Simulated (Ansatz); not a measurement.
The system is GaSb3.

```
Sb Ga
1.0
     0.00000    3.73060    3.73060
     3.73060    0.00000    3.73060
     3.73060    3.73060    0.00000
Sb Ga
3 1
Cartesian
  3.7306 3.7306 3.7306
  5.5959 5.5959 5.5959
  1.8653 1.8653 1.8653
  0.0000 0.0000 0.0000
```

The cell comes from a database or a generator and needn't be the stable form of this composition.

Base run:

* Program: Ansatz 0.2.0
* Functional: PBEsol
* Potentials or basis: Ansatz PAW
* Cutoff: 420 eV
* Density cutoff: 1680 eV
* k mesh: 6 × 6 × 6
* Occupations: fermi-dirac, width 0.05 eV
* Spin: no spin polarisation

Its results: band gap on the k mesh none (metal or under the smearing width); pressure -3.4 GPa.

Q: The run is repeated on the same cell with these changes: functional from PBEsol to PBE. What comes out?

A: Band gap on the k mesh none (metal or under the smearing width); pressure -0.5 GPa.

PBE binds less tightly than PBEsol, so the same cell stands under more pressure.

Caveats: the PAW data sets come from PBE, with cores solved anew for the run's functional, which leaves a small shift of forces and pressure (some runs).

Not every run made on this cell is shown here.
